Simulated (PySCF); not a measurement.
# H2Se (hydrogen selenide): the cost of one run

Computed with PySCF 2.14.0 and routines of our own; the level stands in each step. Atoms count from 0.

## 1. The system as given

3 atoms, charge 0, multiplicity 1; geometry from: GFN2-xTB.

## 2. Optimising the geometry at PBE0-D3(BJ)/def2-SVP

Job settings and geometry (Å):

```
{"job": {"xc": "PBE0", "basis": "def2-SVP", "d3": "d3bj", "grid": 1, "maxiter": 30, "shake": 0.01, "kind": "geom"}, "charge": 0, "multiplicity": 1}
Se     0.024750     0.643160     0.001820
H     -1.030580    -0.339000    -0.012530
H      1.011840    -0.339100    -0.008470
```

Run with:

```bash
$ OMP_NUM_THREADS=1 python heavy_run.py task.json out
```

One launch serves the whole session: the jobs run in the order shown.

**Question.** How long does this first job take on 1 thread of Arm Neoverse N1, shared host, and how much memory does it need?

About 3.5 s, with a peak of 0.25 GiB.
